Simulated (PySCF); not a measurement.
# MoO2: structure of the singlet

Where does singlet MoO2 go from a bent start, is the end point a minimum, and what are its modes, charges and moments?

Program: PySCF 2.14.0. Level of theory: PBE, basis Mo def2-TZVP with ECP28, O def2-TZVP, scalar-relativistic core potentials, no spin–orbit coupling, density fitting. These are calculated values, not measurements.

## (1) The system as given

3 atoms, charge 0, spin multiplicity 1.

Bond lengths: Mo1–O2 1.780 Å, Mo1–O3 1.780 Å. Angles: O2–Mo1–O3 110.0°.

```xyz
3
charge 0 multiplicity 1
Mo    0.0000    0.0000    0.0000
O     1.4581    0.0000    1.0210
O    -1.4581    0.0000    1.0210
```

## (2) The SCF at the typed geometry

The steps below are one call of a driver around PySCF. For each, scf.py gives the equivalent set-up of the SCF; relaxations use the driver's own optimiser. After this first run the driver tries any further starts and a stability analysis.

scf.py reads:

```python
from pyscf import gto, scf, dft
mol = gto.M(atom='''
Mo     0.000000     0.000000     0.000000
O      1.458100     0.000000     1.021000
O     -1.458100     0.000000     1.021000''',
    basis={'Mo': 'def2-TZVP', 'O': 'def2-TZVP'},
    ecp={'Mo': 'def2-TZVP'},
    charge=0, spin=0)
mf = dft.RKS(mol, xc='PBE')
mf.grids.atom_grid = (50, 194)
aux = {'Mo': 'def2-universal-JKFIT', 'O': 'def2-universal-JKFIT'}
mf = mf.density_fit(auxbasis=aux)
mf.conv_tol = 1e-08
mf.diis_space = 10
mf.max_cycle = 60
mf.init_guess = 'minao'
mf.verbose = 4
mf.kernel()
```

Command:

```
> OMP_NUM_THREADS=2 python axn.py task.json out
```

Output:

```text
init E= -212.268569389559
  HOMO = -0.410527519356774  LUMO = -0.409066504325973  gap/eV = 0.03976
cycle= 1 E= -218.105964011227  delta_E= -5.84  |g|= 1.54  |ddm|= 3.74
  HOMO = -0.0948390236217982  LUMO = -0.0195879643082725  gap/eV = 2.04769
cycle= 2 E= -204.492878023464  delta_E= 13.6  |g|= 6.38  |ddm|= 4.26
  HOMO = -0.119594379960134  LUMO = -0.0817857457584963  gap/eV = 1.02883
cycle= 3 E= -218.406252574077  delta_E= -13.9  |g|= 0.85  |ddm|= 3.79
  HOMO = -0.278807830229327  LUMO = -0.273266735606035  gap/eV = 0.15078
cycle= 4 E= -218.412451810922  delta_E= -0.0062  |g|= 0.925  |ddm|=  1.9
  HOMO = -0.205884954287721  LUMO = -0.198344844199261  gap/eV = 0.20518
cycle= 5 E= -218.573748073532  delta_E= -0.161  |g|= 0.346  |ddm|= 0.967
  HOMO = -0.189927617055707  LUMO = -0.186970247601866  gap/eV = 0.08047
cycle= 6 E= -218.584817602214  delta_E= -0.0111  |g|= 0.264  |ddm|= 0.124
  HOMO = -0.188579816234356  LUMO = -0.186520553065312  gap/eV = 0.05604
cycle= 7 E= -218.593439131156  delta_E= -0.00862  |g|= 0.154  |ddm|= 0.0793
  HOMO = -0.188035389922122  LUMO = -0.186686603873305  gap/eV = 0.03670
cycle= 8 E= -218.597089325372  delta_E= -0.00365  |g|= 0.0594  |ddm|= 0.117
  HOMO = -0.184184492551378  LUMO = -0.183028380962329  gap/eV = 0.03146
cycle= 9 E= -218.597803580603  delta_E= -0.000714  |g|= 0.0206  |ddm|= 0.18
cycle= 10 E= -218.597975349087  delta_E= -0.000172  |g|= 0.00445  |ddm|= 0.0786
cycle= 11 E= -218.597979435107  delta_E= -4.09e-06  |g|= 0.00057  |ddm|= 0.00376
cycle= 12 E= -218.59797951614  delta_E= -8.1e-08  |g|= 6e-05  |ddm|= 0.00133
cycle= 13 E= -218.597978926575  delta_E= 5.9e-07  |g|= 0.000771  |ddm|= 0.00588
cycle= 14 E= -218.597979517912  delta_E= -5.91e-07  |g|= 1.58e-05  |ddm|= 0.0057
cycle= 15 E= -218.59797951799  delta_E= -7.84e-11  |g|= 2.54e-06  |ddm|= 3.98e-05
Extra cycle  E= -218.597979517905  delta_E= 8.57e-11  |g|= 1.92e-05  |ddm|= 3.66e-05
converged SCF energy = -218.597979517905
```

This step, with its further starts and checks, took 18 s on 2 threads of Arm Neoverse V1, shared host.

The starts that the driver tried:

```tsv
start	energy (Eh)
the minimal-basis guess	-218.597980
a thermally smeared density	-218.597980
a smeared PBE density	-218.597980
```

No lower closed-shell solution turned up from the other starts or in the test of internal stability.

## (3) Relaxing the singlet from the bent start

The program finds C2v symmetry in the start, which this walk keeps. Threshold on the gradient: 0.0003 Eh/bohr, with a further test on the energy change.

scf.py, as its differences from that of step 2:

```diff
@@ -3,3 +3,3 @@
-Mo     0.000000     0.000000     0.000000
-O      1.458100     0.000000     1.021000
-O     -1.458100     0.000000     1.021000''',
+Mo     0.000000     0.000000    -0.251446
+O      1.458100     0.000000     0.769554
+O     -1.458100     0.000000     0.769554''',
@@ -16 +15,0 @@
-mf.init_guess = 'minao'
```

The optimiser's trace:

```tsv
step	energy (Eh)	change (kJ/mol)	largest symmetric gradient (Eh/bohr)
0	-218.597980	0.00	0.07779
1	-218.613173	-39.89	0.03135
2	-218.614678	-43.84	0.00897
3	-218.614762	-44.06	0.00049
4	-218.614763	-44.06	0.00002
```

The walk took 10 s.

End point (C2v, 4 steps, 44.1 kJ/mol gained): Mo–O 1.682 Å (×2); O–Mo–O 103.7°.

## (4) Frequencies

On the finer grid the gradient is checked again; gradients at displacements of ±0.02 bohr then give force constants and infrared intensities.

scf.py, as its differences from that of step 3:

```diff
@@ -3,3 +3,3 @@
-Mo     0.000000     0.000000    -0.251446
-O      1.458100     0.000000     0.769554
-O     -1.458100     0.000000     0.769554''',
+Mo     0.000000     0.000000    -0.255421
+O      1.323783     0.000000     0.782711
+O     -1.323783     0.000000     0.782711''',
@@ -10 +10 @@
-mf.grids.atom_grid = (50, 194)
+mf.grids.atom_grid = (75, 302)
@@ -13 +13 @@
-mf.conv_tol = 1e-08
+mf.conv_tol = 1e-10
```

The driver hands on the density of the step before, so the log starts near convergence.

Log of the central SCF (cycles and frontier levels):

```text
init E= -218.614820127812
  HOMO = -0.182744121533016  LUMO = -0.173100216261887  gap/eV = 0.26242
cycle= 1 E= -218.61482012712  delta_E= 6.92e-10  |g|= 4.81e-05  |ddm|= 0.000127
  HOMO = -0.182744134124424  LUMO = -0.1731001744103  gap/eV = 0.26243
cycle= 2 E= -218.614820106975  delta_E= 2.01e-08  |g|= 0.000268  |ddm|= 0.000647
  HOMO = -0.182744043298042  LUMO = -0.173100112172579  gap/eV = 0.26242
cycle= 3 E= -218.614820127778  delta_E= -2.08e-08  |g|= 1.05e-05  |ddm|= 0.000502
  HOMO = -0.182744095364979  LUMO = -0.17310017410586  gap/eV = 0.26242
cycle= 4 E= -218.614820127838  delta_E= -6.03e-11  |g|= 3.64e-07  |ddm|= 4.05e-05
  HOMO = -0.182744154940777  LUMO = -0.173100252901613  gap/eV = 0.26242
Extra cycle  E= -218.614820127837  delta_E= 7.39e-13  |g|= 1.24e-06  |ddm|= 3.47e-06
converged SCF energy = -218.614820127837
```

The whole step took 27 s.

Geometry: C2v; Mo–O 1.682 Å (×2); O–Mo–O 103.8°.

Modes, for the most abundant isotopes:

```json
{"symmetry": "a1", "ω (cm⁻¹)": "371", "IR (km/mol)": "2.7", "μ (u)": "17.81", "type": "bend"}
{"symmetry": "b2", "ω (cm⁻¹)": "972", "IR (km/mol)": "167", "μ (u)": "18.62", "type": "stretch"}
{"symmetry": "a1", "ω (cm⁻¹)": "1027", "IR (km/mol)": "106", "μ (u)": "17.86", "type": "stretch"}
```

Every mode is real; the point is a minimum.

Properties at this point:

- Dipole moment: 3.51 D
- Highest occupied level: -4.97 eV
- Lowest empty level: -4.71 eV
- Rotational constants: 0.6487, 0.3007, 0.2055 cm⁻¹
- Zero-point energy: 14.2 kJ/mol
- Principal polarisabilities: 56.6, 71.5, 72.6 bohr³
- Atomisation energy without zero-point energy: 1237 kJ/mol
- Principal traceless quadrupole moments about the centre of mass: -2.42, -1.61, 4.02 D Å
- Entropy at 298.15 K and 1 bar: 266.2 J/(mol K)
- Heat capacity Cp at 298.15 K: 42.8 J/(mol K)
- Enthalpy at 298.15 K above 0 K: 11.00 kJ/mol
- Rotational symmetry number: 2

Charges (e) and bond orders:

| atom | Mulliken | Löwdin | polar tensor | Mayer order to Mo1 |
| --- | --- | --- | --- | --- |
| Mo1 | 0.90 | 0.41 | 1.19 | – |
| O2,3 | -0.45 | -0.21 | -0.60 | 2.22 |

Outer orbital energies (eV). occupied: -23.25, -10.75, -10.60, -9.87, -9.53, -9.37, -7.97, -4.97; empty: -4.71, -4.28, -3.36, -1.75.

Mulliken populations on Mo1 (outside its core potential): s 2.89, p 6.15, d 4.02, f 0.05.

## (5) The broken-symmetry singlet

A stability analysis found the closed shell of the lowest minimum unstable towards spin polarisation, so the unrestricted solution is followed.

The program finds C2v symmetry in the start, which may break. Threshold on the gradient: 0.0003 Eh/bohr, with a further test on the energy change.

scf.py, as its differences from that of step 4:

```diff
@@ -3,3 +3,3 @@
-Mo     0.000000     0.000000    -0.255421
-O      1.323783     0.000000     0.782711
-O     -1.323783     0.000000     0.782711''',
+Mo     0.000000     0.000000    -0.255665
+O      1.323783     0.000000     0.782467
+O     -1.323783     0.000000     0.782467''',
@@ -9,2 +9,2 @@
-mf = dft.RKS(mol, xc='PBE')
-mf.grids.atom_grid = (75, 302)
+mf = dft.UKS(mol, xc='PBE')
+mf.grids.atom_grid = (50, 194)
@@ -13 +13 @@
-mf.conv_tol = 1e-10
+mf.conv_tol = 1e-08
```

The optimiser's trace:

```tsv
step	energy (Eh)	change (kJ/mol)	largest gradient (Eh/bohr)
0	-218.624763	0.00	0.01221
1	-218.626130	-3.59	0.00207
2	-218.626186	-3.74	0.00028
3	-218.626186	-3.74	0.00010
```

The walk took 8.7 s.

Geometry (Å) and forces (eV/Å) at some steps:

```
step 0
Mo   0.000   0.000  -0.256   0.000   0.000   0.107
O    1.324   0.000   0.782   0.628   0.000  -0.054
O   -1.324   0.000   0.782  -0.628   0.000  -0.054
step 1
Mo   0.000   0.000  -0.226   0.000   0.000   0.106
O    1.371   0.000   0.767   0.075   0.000  -0.053
O   -1.371   0.000   0.767  -0.074   0.000  -0.053
step 2
Mo   0.000   0.000  -0.217   0.001   0.000  -0.012
O    1.382   0.000   0.763   0.014   0.000   0.006
O   -1.382   0.000   0.763  -0.015   0.000   0.006
step 3
Mo   0.000   0.000  -0.217   0.000   0.000   0.005
O    1.383   0.000   0.763  -0.003   0.000  -0.003
O   -1.383   0.000   0.763   0.003   0.000  -0.002
```

It settles in C2v symmetry, 3.7 kJ/mol below the start, after 3 steps: Mo–O 1.694 Å (×2); O–Mo–O 109.4°.

## (6) Hessian and properties

As before: finer grid, then central differences.

scf.py, as its differences from that of step 5:

```diff
@@ -3,3 +3,3 @@
-Mo     0.000000     0.000000    -0.255665
-O      1.323783     0.000000     0.782467
-O     -1.323783     0.000000     0.782467''',
+Mo     0.000000    -0.000000    -0.241233
+O      1.382498    -0.000000     0.738297
+O     -1.382498     0.000000     0.738296''',
@@ -10 +10 @@
-mf.grids.atom_grid = (50, 194)
+mf.grids.atom_grid = (75, 302)
@@ -13 +13 @@
-mf.conv_tol = 1e-08
+mf.conv_tol = 1e-10
```

SCF at the final geometry:

```text
init E= -218.626296664931
[... the frontier-level lines of each cycle are left out ...]
cycle= 1 E= -218.626296661407  delta_E= 3.52e-09  |g|= 9.93e-05  |ddm|= 5.12e-05
cycle= 2 E= -218.626296548634  delta_E= 1.13e-07  |g|= 0.00056  |ddm|= 0.000279
cycle= 3 E= -218.626296664992  delta_E= -1.16e-07  |g|= 1.09e-05  |ddm|= 0.00024
cycle= 4 E= -218.626296665052  delta_E= -6.04e-11  |g|= 1.05e-06  |ddm|= 1.52e-05
Extra cycle  E= -218.626296665039  delta_E= 1.32e-11  |g|= 5.98e-06  |ddm|= 3.39e-06
converged SCF energy = -218.626296665039  <S^2> = 0.90793999  2S+1 = 2.1521524
```

The whole step took 34 s on 2 threads of Arm Neoverse V1, shared host.

Geometry: C2v; Mo–O 1.694 Å (×2); O–Mo–O 109.4°.

Harmonic modes (main isotopes):

| ω (cm⁻¹) | IR (km/mol) | μ (u) | type |
| --- | --- | --- | --- |
| 314 | 0.5 | 17.95 | bend |
| 951 | 183 | 18.81 | stretch |
| 998 | 84.1 | 17.71 | stretch |

No imaginary mode, so this is a minimum.

The SCF density has lower symmetry than the nuclear frame, so the modes carry no labels.

Constants and moments:

| Property | Result |
| --- | --- |
| Dipole moment | 3.68 D |
| Highest occupied level | -5.31 eV |
| Lowest empty level | -4.19 eV |
| Rotational constants | 0.7287, 0.2757, 0.2 cm⁻¹ |
| Zero-point energy | 13.5 kJ/mol |
| Principal polarisabilities | 52.7, 56.1, 57.2 bohr³ |
| Atomisation energy without zero-point energy | 1268 kJ/mol |
| Principal traceless quadrupole moments about the centre of mass | -4.61, 0.82, 3.79 D Å |
| Entropy at 298.15 K and 1 bar | 267.4 J/(mol K) |
| Heat capacity Cp at 298.15 K | 43.5 J/(mol K) |
| Enthalpy at 298.15 K above 0 K | 11.19 kJ/mol |
| Rotational symmetry number | 2 |
| Spin squared ⟨S²⟩ | 0.908 |

Charges (e) and bond orders:

```csv
atom,Mulliken,Löwdin,polar tensor,spin (Mulliken),Mayer order to Mo1
Mo1,0.97,0.48,1.24,0.00,–
"O2,3",-0.49,-0.24,-0.62,0.00,2.12
```

Mulliken populations on Mo1 (outside its core potential): s 2.60, p 6.23, d 4.14, f 0.05.

## (7) All stationary points

| spin | group | bonds | imaginary modes (cm⁻¹) | ΔE (kJ/mol) | with zero-point energy |
| --- | --- | --- | --- | --- | --- |
| broken-symmetry (Ms = 0) | C2v (density of lower symmetry) | Mo–O 1.694 Å (×2) | none | 0.0 | 0.0 |
| singlet | C2v | Mo–O 1.682 Å (×2) | none | 30.1 | 30.8 |

## (8) Summary of results

| quantity | value |
| --- | --- |
| minimum | broken-symmetry (Ms = 0), C2v |
| geometry | Mo–O 1.694 Å (×2); O–Mo–O 109.4° |
| wavenumbers (cm⁻¹) | 314, 951, 998 |
| dipole moment | 3.68 D |
| highest occupied, lowest empty level (either spin) | -5.31, -4.19 eV |
| polar-tensor charge of Mo1 | +1.24 e |
| zero-point energy | 13.5 kJ/mol |
| entropy at 298.15 K | 267.4 J/(mol K) |
| atomisation energy (no zero-point energy) | 1268 kJ/mol |
| ⟨S²⟩ | 0.908 |

In words: The bent start keeps its C2v symmetry and ends in a minimum. The determinant is spin-contaminated (⟨S²⟩ = 0.91 against 0.00), so it is no pure spin state. The strongest infrared band lies at 951 cm⁻¹ (stretch). Only this shape and spin were tried, so other structures or states may lie lower. The SCF density has lower symmetry than the nuclear frame.

The search up to here took 1.7 min.
